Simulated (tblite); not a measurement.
# C6H10BClGe: the cost of one run

The runs use tblite 0.8.0 and PySCF 2.14.0, with density-fitted response routines of our own; the level of theory stands in each step. All values are computed, except where a source is named. Atoms are numbered from 0 throughout.

**1. The starting structure**

19 atoms, charge 0, multiplicity 1; geometry from: force field or distance geometry start.

Bonds of the start (Å): Cl0–C1 1.76, C1–C2 1.47, C2–B3 1.60, B3–C4 1.56, C4–C5 1.34, C5–C6 1.48, C6–Ge7 1.96, Ge7–C8 1.96, C6–C1 1.52, C8–C2 1.49, C1–H9 1.13, C2–H10 1.11, B3–H11 1.21, C4–H12 1.08, C5–H13 1.08, C6–H14 1.10, Ge7–H15 1.54, Ge7–H16 1.54, C8–H17 1.11, C8–H18 1.10.

**2. Geometry optimisation with GFN2-xTB**

What the job is given:

```
{"job": {"kind": "relax", "xc": "GFN2-xTB", "basis": "xTB"}, "charge": 0, "multiplicity": 1}
Cl    -0.626300     0.786800     2.655000
C      0.244100     0.181100     1.245400
C     -0.317600    -1.036300     0.637900
B      0.769400    -1.595000    -0.395900
C      1.698900    -0.510900    -1.033700
C      1.400700     0.779900    -0.857900
C      0.462900     1.244700     0.187200
Ge    -1.362000     1.167700    -0.516700
C     -1.577800    -0.737200    -0.101600
H      1.279000    -0.069100     1.617900
H     -0.562000    -1.783900     1.415000
H      1.264000    -2.633000    -0.015900
H      2.563100    -0.779600    -1.624600
H      1.877700     1.509700    -1.494500
H      0.704600     2.228900     0.605400
H     -2.336100     2.001700     0.332700
H     -1.413900     1.457400    -2.025400
H     -1.565500    -1.260800    -1.085600
H     -2.513000    -0.943000     0.447800
```

Launch:

```console
$ OMP_NUM_THREADS=1 python probes_run.py task.json out
```

This one command runs all jobs of the session in turn.

Q: Estimate the wall time and peak memory of this first job on 1 thread of Arm Neoverse N1, shared host.

About 1.2 s, with a peak of 0.18 GiB.
